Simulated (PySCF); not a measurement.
# Ways to converge the SCF of Si³⁺

Aim: find out which solver settings change the answer for Si³⁺.

Program: PySCF 2.14.0. Level of theory: method and basis as typed in the scripts. These are calculated values, not measurements.

4 further runs of the same task are left out: 3 that didn't finish, 1 set aside as unsound or not needed.

## Step 1: The atom

Si³⁺: 1 atom, charge 3, spin multiplicity 2.

## Step 2: Base script

The input, input.py:

```python
from pyscf import gto, scf

mol = gto.M(
    atom='Si 0 0 0',
    basis='crenbl',
    ecp={'Si': 'crenbl'},
    charge=3,
    spin=1,
    verbose=4,
)
mf = scf.UHF(mol)
mf.kernel()
mf.mulliken_pop()
mf.dip_moment()
print('orbital energies (hartree):', [e[max(0, n-3):n+3].round(4) for e, n in zip(mf.mo_energy, mol.nelec)])
```

The run is started by

```bash
$ OMP_NUM_THREADS=1 python input.py
```

The log of this run is left out.

In short: E(SCF) = -1.639403 Eh, ⟨S²⟩ = 0.750.

## Step 3: Convergence threshold 1e-05 hartree

Run 1 changes convergence threshold: default → 1e-05 hartree.

The input, input.py:

```python
from pyscf import gto, scf

mol = gto.M(
    atom='Si 0 0 0',
    basis='crenbl',
    ecp={'Si': 'crenbl'},
    charge=3,
    spin=1,
    verbose=4,
)
mf = scf.UHF(mol)
mf.conv_tol = 1e-05
mf.kernel()
mf.mulliken_pop()
mf.dip_moment()
print('orbital energies (hartree):', [e[max(0, n-3):n+3].round(4) for e, n in zip(mf.mo_energy, mol.nelec)])
```

The run is started by

```bash
$ OMP_NUM_THREADS=1 python input.py
```

## Step 4: Initial guess hcore

Run 2 changes initial guess: minao → hcore.

Edit input.py of step 2 so:

```diff
@@ -11,2 +11,3 @@
 mf = scf.UHF(mol)
+mf.init_guess = 'hcore'
 mf.kernel()
```

## Step 5: Point-group symmetry on

Run 3 changes point-group symmetry: off → on.

Edit input.py of step 2 so:

```diff
@@ -8,2 +8,3 @@
     spin=1,
+    symmetry=True,
     verbose=4,
```

## Step 6: Damping 0.2

Run 4 changes damping: none → 0.2.

Edit input.py of step 2 so:

```diff
@@ -11,2 +11,4 @@
 mf = scf.UHF(mol)
+mf.damp = 0.2
+mf.diis_start_cycle = 8
 mf.kernel()
```

Before running it: what results should come out? Wanted: for each run, E(SCF); from base; gap, α spin.

The runs gave:

| run | E(SCF) (hartree) | from base (eV) | gap, α spin (eV) |
| --- | --- | --- | --- |
| base | -1.639403 | 0 | 8.95 |
| convergence threshold 1e-05 hartree | -1.639403 | 0.0000 | 8.95 |
| initial guess hcore | -1.639403 | 0.0000 | 8.95 |
| point-group symmetry on | -1.639403 | 0.0000 | 8.95 |
| damping 0.2 | -1.639403 | 0.0000 | 8.95 |

**Reading.** With convergence threshold 1e-05 hartree or initial guess hcore or point-group symmetry on or damping 0.2 the SCF ends at the base energy.
